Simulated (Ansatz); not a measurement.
# GaHCl₂ (singlet): wave-function methods side by side at distance Cl1–Ga2 = 4.746 Å, cc-pVDZ

The task here is to estimate one member of a computed series from the others.

Method: cc-pVDZ, core rule «outside noble gas», up to 24 orbitals frozen; program: Ansatz 0.2.0, Gaussian basis.

The runs, in order: UHF; CCSD(T) on RHF; BCCD(T) on RHF; CISD; CCSDT(Q) on RHF; CASSCF and MRCISD+Q, 2 electrons in 2 orbitals; CASSCF and NEVPT2, 2 electrons in 2 orbitals.

47 further runs of the same task are left out: 12 for a known fault of the program, 3 for a mislabelled method, 29 that didn't finish, 3 set aside as unsound or not needed.

## The geometry

The geometry derives from a PBE0/def2-TZVP stationary point (not a proven minimum). One bond is set to the value named and the two fragments are kept rigid. No spin-orbit coupling is included. The filled d shell of Ga may be among the frozen orbitals whatever the setting's name suggests; the logs give the count.

4 atoms, charge 0, spin multiplicity 1.

Atoms are counted from 1 here; the program's logs count them from 0.

Bond lengths: Ga2–Cl3 2.129 Å, Ga2–H4 1.545 Å. Angles: Cl3–Ga2–H4 122.3°.

The first run:

The input, in.yaml:

```yaml
crystal:
  periodic: [false, false, false]
  atoms:
    - {symbol: Cl, position_ang: [0.000000, -1.629227, 3.456388]}
    - {symbol: Ga, position_ang: [0.000000, 0.909479, -0.553536]}
    - {symbol: Cl, position_ang: [0.000000, -0.229169, -2.352048]}
    - {symbol: H, position_ang: [0.000000, 2.454645, -0.553536]}
basis:
  gaussian: {orbitals: cc-pVDZ}
magnetization: {spin_polarized: true, initial_magnetization: 0}
hamiltonian: {xc: hf}
output: {orbitals: {seedname: orbitals}}
```

Launch:

```console
> ansatz run in.yaml --threads 1 --pin off --events-out ev --progress --plain --max-ram 2393MiB
```

Among the steps run: UHF; CCSD(T) on RHF; BCCD(T) on RHF; CISD; CCSDT(Q) on RHF; CASSCF and MRCISD+Q, 2 electrons in 2 orbitals; CASSCF and NEVPT2, 2 electrons in 2 orbitals.

One table of the session follows, with a row left open; its other results are not shown here.

It belongs to the step «Misses and costs». 

| method | from RCCSDT(Q) (meV) |
| --- | --- |
| RHF | +11604.1 |
| RMP2 | ? |
| RCCSD | +1028.1 |
| RCCSD(T) | -706.3 |
| BCCD(T) | +292.1 |
| RCCSDT | +253.2 |
| RCCSDT(Q) | 0 |
| CASSCF pair | +9501.7 |
| NEVPT2 pair | +1419.2 |
| MRCISD pair | +1312.7 |
| MRCISD+Q pair | +308.2 |

Q: Estimate the row for RMP2 from the others.

As computed: from RCCSDT(Q) (meV): +2328.4. In the column «from RCCSDT(Q) (meV)» it lies between NEVPT2 pair (+1419.2) and CASSCF pair (+9501.7).

Not comparable, so not listed: CISD (they don't share determinant, frozen orbitals or solution with the rows shown, or repeat one).

Caveats from the session: The report flags that the cluster equations may have other roots. The program flags RCCSD(T), BCCD(T), RCCSDT(Q) as in doubt, so the zero of the table is itself unsure.
